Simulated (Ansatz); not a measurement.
**RbMgH2: a trial structure relaxed**

Aim: relax a trial structure of RbMgH2 and see where it ends.

Method: DFT PBE, scalar-relativistic, plane waves, PAW, in Ansatz 0.2.0.

### 1 The starting structure

Symmetry: P6_3/mmc, No. 194, hexagonal system. The conventional cell has a = 4.607 Å, b = 4.607 Å, c = 8.239 Å, α = 90.00°, β = 90.00°, γ = 120.00°. Around Rb (site symmetry -3m) lie 2 H at 2.06 Å. Mg (site symmetry -6m2) has 6 H at 2.66 Å in its first shell of neighbours. H (site symmetry -6m2) is surrounded by 2 Rb at 2.06 Å and 3 Mg at 2.66 Å. Around H (site symmetry -6m2) lie 3 H at 2.66 Å and 3 Mg at 2.66 Å.

Coordinates:

```
CELL_PARAMETERS angstrom
4.60679 0.00000 0.00000
-2.30340 3.98960 0.00000
0.00000 0.00000 8.23937
ATOMIC_POSITIONS crystal
Rb 0.00000 0.00000 0.00000
Rb 0.00000 0.00000 0.50000
Mg 0.66667 0.33333 0.25000
Mg 0.33333 0.66667 0.75000
H 0.00000 0.00000 0.25000
H 0.00000 0.00000 0.75000
H 0.33333 0.66667 0.25000
H 0.66667 0.33333 0.75000
```

The cell is invented: random cell by space group and Wyckoff sites (P6_3/mmc, No. 194). Lengths come from tabulated atomic sizes and are only a guess.

### 2 Probe: one point on a coarse mesh

Input file input.yaml:

```yaml
crystal:
  lattice:
    - [4.60679425, 0.0, 0.0]
    - [-2.30339712, 3.98960085, 0.0]
    - [0.0, 0.0, 8.2393676]
  atoms:
    - { symbol: Rb, position: [0.0, 0.0, 0.0] }
    - { symbol: Rb, position: [0.0, 0.0, 0.5] }
    - { symbol: Mg, position: [0.66666667, 0.33333333, 0.25] }
    - { symbol: Mg, position: [0.33333333, 0.66666667, 0.75] }
    - { symbol: H, position: [0.0, 0.0, 0.25] }
    - { symbol: H, position: [0.0, 0.0, 0.75] }
    - { symbol: H, position: [0.33333333, 0.66666667, 0.25] }
    - { symbol: H, position: [0.66666667, 0.33333333, 0.75] }
basis:
  ecutwfc: 420
kpoints:
  mp_grid: { grid: [6, 6, 2] }
hamiltonian:
  xc: pbe
scf:
  occupations: { method: gaussian, width: 0.1 }
  lower_state_search: "off"
output:
  forces: true
  stress: true
  eigenvalues: true
```

Started as:

```sh
ansatz run input.yaml --threads 1 --pin off --max-ram 2560MiB --backend cpu --events-out ev --progress --plain --runs-dir out
```

Further runs follow: coarse relaxation; relaxation on the finer mesh.

Before running it: what results should come out? Wanted: conventional cell; volume; energy over the elements; gap on the mesh.

As calculated:

| quantity | value |
| --- | --- |
| symmetry at the end (tolerance 0.05 Å) | space group P6_3/mmc (No. 194) |
| conventional cell | a = 3.920 Å, b = 3.920 Å, c = 12.050 Å, α = 90.00°, β = 90.00°, γ = 120.00° |
| volume | 20.05 Å³/atom |
| energy over the elements (uncorrected; H, N, O, F and Cl as molecules) | +0.42 eV/atom |
| gap on the mesh | none (metal) |

In words: The space group P6_3/mmc (No. 194) is kept, and the volume per atom grows by 5.9 % from the first guess. The formation energy is positive, so the separate elements lie lower. No finished test with a distortion of lower symmetry is shown, so the end may be a saddle point.
